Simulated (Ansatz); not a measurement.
**Cr: a slab and its surfaces, (100), 1 layers**

What do the surfaces of Cr (100), 1 layers cost, and how tightly do they hold an electron? The runs shown use PAW. Its runs: bulk cell relaxed (PAW); bulk in the slab's orientation (PAW); the reference run (PAW); vacuum of 13 Å (PAW); field of 0.3 V/Å along the normal (PAW).

Program: Ansatz 0.2.0. Level of theory: DFT, r2SCAN, PAW with Ansatz's default frozen-core files, scalar-relativistic. These are calculated values, not measurements.

### Step 1. Starting point

The structure is cubic, space group Im-3m (No. 229). The conventional cell has a = 2.964 Å, b = 2.964 Å, c = 2.964 Å, α = 90.00°, β = 90.00°, γ = 90.00°. Cr (site symmetry m-3m) has 8 Cr at 2.57 Å as nearest neighbours.

As a file:

```cif
data_structure
_symmetry_space_group_name_H-M 'P 1'
_symmetry_Int_Tables_number 1
_cell_length_a 2.5666
_cell_length_b 2.5666
_cell_length_c 2.5666
_cell_angle_alpha 109.471
_cell_angle_beta 109.471
_cell_angle_gamma 109.471
_cell_volume 13.02
loop_
_atom_site_label
_atom_site_type_symbol
_atom_site_fract_x
_atom_site_fract_y
_atom_site_fract_z
_atom_site_occupancy
Cr1 Cr 0.00000 0.00000 0.00000 1
```

### Step 2. Bulk cell relaxed, PAW

Input file input.yaml:

```yaml
crystal:
  lattice:
    - [-1.481817526, 1.481817526, 1.481817526]
    - [1.481817526, -1.481817526, 1.481817526]
    - [1.481817526, 1.481817526, -1.481817526]
  atoms:
    - { symbol: Cr, position: [0.0, 0.0, 0.0], spin: 2.0 }
magnetization:
  spin_polarized: true
kpoints:
  mp_grid: { grid: [20, 20, 20] }
scf:
  occupations: { method: fermi_dirac, width: 0.1 }
hamiltonian:
  xc: r2scan
  pseudopotentials: { kind: paw }
output:
  forces: true
  stress: true
relax:
  f_tol: 0.005
  max_steps: 40
  cell: {}
```

Run with:

```bash
$ ansatz run input.yaml --threads 2 --pin off --max-ram 6144MiB --backend cpu --events-out ev --progress --plain --runs-dir out
```

After this run come: Bulk in the slab's orientation, PAW; Slab as cut, PAW; Vacuum of 13 Å, PAW; Field of 0.3 V/Å along the normal, PAW.

Before running it: what results should come out? Wanted: surface energy; work function.

The runs gave:

```
                 quantity      value
surface energy (PAW, cut)  2.23 J/m²
 work function (PAW, cut)    4.07 eV
```

What this shows: Vacuum of 13 Å moves the work function by less than 0.01 eV (PAW). The field of 0.3 V/Å along the normal induces a dipole of 0.048 e·Å per cell (PAW). Thickness wasn't converged, and no reconstruction was sought. The magnetic state is the one reached from the start moments in this cell; it needn't be the ground state.
